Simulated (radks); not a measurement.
# Ionising selenium step by step, Se²³⁺ to Se²⁶⁺

An exercise on one series of results from a longer session: the logs are not shown, and one member is left open.

Program: radks (a radial shooting solver on a logarithmic mesh, Libxc functionals) version 1. Level of theory: Dirac Kohn-Sham, PBE, spin-unpolarised, spherical densities, point nucleus; open shells fill j = l - 1/2 first. These are calculated values, not measurements, unless marked.

### The atom as given

| Item | Value |
| --- | --- |
| element | selenium (Z = 34) |
| charges | 23 to 26 |
| first configuration | [Ne] 3s1 |
| last configuration | [He] 2s2 2p4 |

Set-up of the first run:

Input:

```text
Z 34
configuration [Ne] 3s1
relativity Dirac
functional pbe,pbe
spin unpolarised
j_filling energy
nucleus point
c 137.035999084
```

Steps of the session up to this table: Se²³⁺, [Ne] 3s1.

One table of the session follows, with a row left open; its other results are not shown here.

It belongs to the step «Se²³⁺, [Ne] 3s1». From the orbitals of this run (lengths in bohr):

```
level     <r>  outermost maximum (interpolated)  90 % within  nodes
1s1/2       ?                                 ?            ?      ?
2s1/2  0.1923                             0.163        0.296      1
2p1/2  0.1651                             0.128        0.269      0
2p3/2  0.1687                             0.131        0.274      0
3s1/2  0.4745                             0.448        0.688      2
```

Estimate the missing values for 1s1/2.

**Answer.** <r>: 0.04405; outermost maximum (interpolated): 0.0288; 90 % within: 0.0788; nodes: 0. In the column «<r>» it is the lowest.

Limits of these values: Spin polarisation and multiplet splitting are left out, so open shells lie too high by an amount that depends on their filling.
